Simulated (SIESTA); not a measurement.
The system is Nb3Ru.

```xyz
4
Lattice="0.0000 3.2319 3.2319 3.2319 0.0000 3.2319 3.2319 3.2319 0.0000" Properties=species:S:1:pos:R:3 pbc="T T T"
Ru    0.0000    0.0000    0.0000
Nb    3.2319    3.2319    3.2319
Nb    4.8478    4.8478    4.8478
Nb    1.6159    1.6159    1.6159
```

The cell comes from a database or a generator and needn't be the stable form of this composition.

```yaml
Program: SIESTA 5.4.2
Task: single point
Functional: PBEsol
Potentials_or_basis: PseudoDojo 0.4 standard (PBEsol files)
Basis: DZP (energy shift 0.003 Ry; two zetas on semicore shells)
Grid_cutoff: 800 Ry
Energy_shift: 0.003 Ry
k_mesh: 7 × 7 × 7
Occupations: fermi-dirac, width 0.05 eV
Spin: no spin polarisation
```

On this cell: pressure -5.7 GPa; largest force zero by symmetry; band gap on the k mesh none (metal or under the smearing width).

The same run follows on a disturbed copy (atoms moved at random, drawn with an rms of 0.05 Å):

```xyz
4
Lattice="0.0000 3.2319 3.2319 3.2319 0.0000 3.2319 3.2319 3.2319 0.0000" Properties=species:S:1:pos:R:3 pbc="T T T"
Ru    0.0488    0.0049   -0.0009
Nb    3.2257    3.2552    3.2766
Nb    4.8522    4.8175    4.8727
Nb    1.5991    1.5894    1.6178
```

Q: What does the disturbed cell give?

A: The energy (extrapolated to zero smearing) moves by +11.7 meV/atom; pressure -5.4 GPa; largest force 0.784 eV/Å; band gap on the k mesh none (metal or under the smearing width).

Forces on the atoms (eV/Å):
```
Ru  -0.546 -0.174  0.234
Nb   0.177 -0.603 -0.469
Nb   0.029  0.419 -0.071
Nb   0.339  0.358  0.306
```

Stress tensor (GPa, compression positive):
```
-5.32  0.03  0.03
 0.03 -5.52  0.03
 0.03  0.03 -5.33
```

Caveats: the basis of atomic orbitals isn't converged, which shifts pressures, moduli and gaps.
